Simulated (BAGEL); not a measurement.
**CuNH3Cl (SMILES [NH3]->[Cu][Cl]): a chain of runs**

Aim: the energy (HF/cc-pVDZ), then a single-point energy (HF/aug-cc-pVDZ), then a single-point energy (HF/cc-pVTZ), then a single-point energy (HF/aug-cc-pVTZ) of CuNH3Cl. 

Program for the calculation: BAGEL 1.2.2.

4 further runs of the same task are left out: 4 set aside as unsound or not needed.

## Step 1: Starting point

CuNH3Cl has 6 atoms, charge 0, and is taken as a singlet. As SMILES, `[NH3]->[Cu][Cl]`. Geometry: a GFN2-xTB relaxation, a rough one for these elements and not checked as a minimum.

Bond lengths: Cu1–N2 1.911 Å, Cu1–Cl6 2.046 Å, N2–H3 1.016 Å, N2–H4 1.016 Å, N2–H5 1.016 Å. Angles: N2–Cu1–Cl6 179.3°, Cu1–N2–H3 109.6°, Cu1–N2–H4 109.1°, Cu1–N2–H5 109.5°, H3–N2–H4 109.5°, H3–N2–H5 109.6°, H4–N2–H5 109.6°.

## Step 2: A single-point energy at HF/cc-pVDZ (density fitting with tzvpp-jkfit, property dipole) (run 1)

job.json

```json
{ "bagel" : [

{
  "title" : "molecule",
  "basis" : "cc-pvdz.json",
  "df_basis" : "tzvpp-jkfit",
  "angstrom" : true,
  "geometry" : [
    { "atom" : "Cu", "xyz" : [      -0.013220,       0.007560,      -1.101800 ] },
    { "atom" : "N", "xyz" : [       0.001570,      -0.001220,       0.809460 ] },
    { "atom" : "H", "xyz" : [      -0.411340,       0.858800,       1.157820 ] },
    { "atom" : "H", "xyz" : [       0.961850,      -0.072200,       1.133760 ] },
    { "atom" : "H", "xyz" : [      -0.531890,      -0.796570,       1.148850 ] },
    { "atom" : "Cl", "xyz" : [      -0.006980,       0.003620,      -3.148090 ] }
  ]
},

{
  "title" : "hf",
  "multipole" : 2
},

{
  "title" : "print",
  "file" : "orbitals.molden",
  "orbitals" : true
}

]}
```

The basis set cc-pVDZ is read from a file made from the Basis Set Exchange's data (not shown).

Command:

```sh
$ BAGEL_NUM_THREADS=1 BAGEL job.json > job.out
```

The log of the run:

```text
* using 1 threads per process

  ===============================================================
  ===============================================================

  *** Geometry ***

[... 30 lines left out ...]
    * SCF iteration converged.
[... 1 line left out ...]
    * Permanent dipole moment:
           (   -0.007659,     0.003424,    -3.708712) a.u.

    * Permanent second moment (around the center of charge):
          Qxx   -23.099531
          Qxy     0.001485
          Qyy   -23.100041
          Qxz     0.040728
          Qyz    -0.022853
          Qzz   -21.160661

    * METHOD: HF                                   1.92

    * METHOD: PRINT                                0.01

  ===============================================================
```

Run time: 2.9 s. Hardware: 1 thread of Intel Xeon Platinum 8488C (Sapphire Rapids), shared host; peak memory 0.14 GiB.

## Step 3: A single-point energy at HF/aug-cc-pVDZ (density fitting with tzvpp-jkfit, property dipole) (run 2)

calc.json

```json
{ "bagel": [

{
  "title": "molecule",
  "basis": "aug-cc-pvdz.json",
  "df_basis": "tzvpp-jkfit",
  "angstrom": true,
  "geometry": [
    { "atom": "Cu", "xyz": [   -0.013220,    0.007560,   -1.101800 ] },
    { "atom": "N", "xyz": [    0.001570,   -0.001220,    0.809460 ] },
    { "atom": "H", "xyz": [   -0.411340,    0.858800,    1.157820 ] },
    { "atom": "H", "xyz": [    0.961850,   -0.072200,    1.133760 ] },
    { "atom": "H", "xyz": [   -0.531890,   -0.796570,    1.148850 ] },
    { "atom": "Cl", "xyz": [   -0.006980,    0.003620,   -3.148090 ] }
  ]
},
{
  "title": "hf",
  "multipole": 2
},
{
  "title": "print",
  "file": "orbitals.molden",
  "orbitals": true
}

]}
```

The basis set aug-cc-pVDZ is read from a file made from the Basis Set Exchange's data (not shown).

Command:

```sh
$ BAGEL_NUM_THREADS=1 BAGEL calc.json > calc.out
```

The log of the run:

```text
* using 1 threads per process

  ===============================================================
  ===============================================================

  *** Geometry ***

[... 30 lines left out ...]
    * SCF iteration converged.
[... 1 line left out ...]
    * Permanent dipole moment:
           (   -0.006525,     0.002796,    -3.714547) a.u.

    * Permanent second moment (around the center of charge):
          Qxx   -23.310538
          Qxy     0.001493
          Qyy   -23.311000
          Qxz     0.037990
          Qyz    -0.021503
          Qzz   -21.949812

    * METHOD: HF                                   3.16

    * METHOD: PRINT                                0.03

  ===============================================================
```

It took 4.5 s on 1 thread of Intel Xeon Platinum 8488C (Sapphire Rapids), shared host; peak memory 0.21 GiB.

Run 3 isn't shown in full; the table further down has it.

## Step 4: The energy at HF/aug-cc-pVTZ (density fitting with tzvpp-jkfit, property dipole) (run 4)

calc.json: that of step 3 with these lines changed.

```diff
@@ -4,3 +4,3 @@
   "title": "molecule",
-  "basis": "aug-cc-pvdz.json",
+  "basis": "aug-cc-pvtz.json",
   "df_basis": "tzvpp-jkfit",
```

The basis set aug-cc-pVTZ is read from a file made from the Basis Set Exchange's data (not shown).

Command:

```sh
$ BAGEL_NUM_THREADS=1 BAGEL calc.json > calc.out
```

The log of the run:

```text
* using 1 threads per process

  ===============================================================
  ===============================================================

  *** Geometry ***

[... 30 lines left out ...]
    * SCF iteration converged.
[... 1 line left out ...]
    * Permanent dipole moment:
           (   -0.006498,     0.002788,    -3.705112) a.u.

    * Permanent second moment (around the center of charge):
          Qxx   -23.252291
          Qxy     0.001463
          Qyy   -23.252510
          Qxz     0.037866
          Qyz    -0.021439
          Qzz   -21.967112

    * METHOD: HF                                   9.26

    * METHOD: PRINT                                0.16

  ===============================================================
```

It took 11 s on 1 thread of Intel Xeon Platinum 8488C (Sapphire Rapids), shared host; peak memory 0.49 GiB.

## Step 5: All runs side by side

```
run                                                               level   energy (Eh)  dipole moment (D)  HOMO energy (eV)  LUMO energy (eV)  wall time
  1      HF/cc-pVDZ (density fitting with tzvpp-jkfit, property dipole)  -2154.763829               9.43             -9.79              1.49      2.9 s
  2  HF/aug-cc-pVDZ (density fitting with tzvpp-jkfit, property dipole)  -2154.772576               9.44             -9.94              0.03      4.5 s
  3      HF/cc-pVTZ (density fitting with tzvpp-jkfit, property dipole)  -2154.797323               9.41             -9.87              1.22      5.7 s
  4  HF/aug-cc-pVTZ (density fitting with tzvpp-jkfit, property dipole)  -2154.799360               9.42             -9.93              0.02       11 s
```

Convergence of the total energy of singlet CuNH3Cl with the basis set, against the last point:

```csv
basis set,from the last (mEh),wall time
cc-pVDZ,+35.531,2.9 s
aug-cc-pVDZ,+26.785,4.5 s
cc-pVTZ,+2.037,5.7 s
aug-cc-pVTZ,+0.000,11 s
```

Convergence of the dipole moment of singlet CuNH3Cl with the basis set, against the last point:

```csv
basis set,from the last (D),wall time
cc-pVDZ,+0.0092,2.9 s
aug-cc-pVDZ,+0.0240,4.5 s
cc-pVTZ,-0.0042,5.7 s
aug-cc-pVTZ,+0.0000,11 s
```

## Step 6: Summary of results

| quantity | value |
| --- | --- |
| run 4, HF/aug-cc-pVTZ: total energy | -2154.79936 Eh |
| run 4, HF/aug-cc-pVTZ: dipole moment | 9.42 D |
| run 4, HF/aug-cc-pVTZ: HOMO energy | -9.93 eV |
| run 4, HF/aug-cc-pVTZ: LUMO energy | 0.02 eV |
| run 4, HF/aug-cc-pVTZ: HOMO–LUMO gap | 9.95 eV |

For the total energy of singlet CuNH3Cl to stay within 10 mEh of the last point, cc-pVTZ is the first point of the series from which all later ones do (5.7 s against 11 s). For the dipole moment of singlet CuNH3Cl to stay within 0.02 D of the last point, cc-pVTZ is the first point of the series from which all later ones do (5.7 s against 11 s). For the dipole moment of singlet CuNH3Cl to stay within 0.005 D of the last point, cc-pVTZ is the first point of the series from which all later ones do (5.7 s against 11 s). The dipole moment (its size) runs from 9.41 D (HF/cc-pVTZ) to 9.44 D (HF/aug-cc-pVDZ). The HOMO–LUMO gap runs from 9.95 eV (HF/aug-cc-pVTZ) to 11.28 eV (HF/cc-pVDZ). All runs together took 24 s, the longest 11 s.
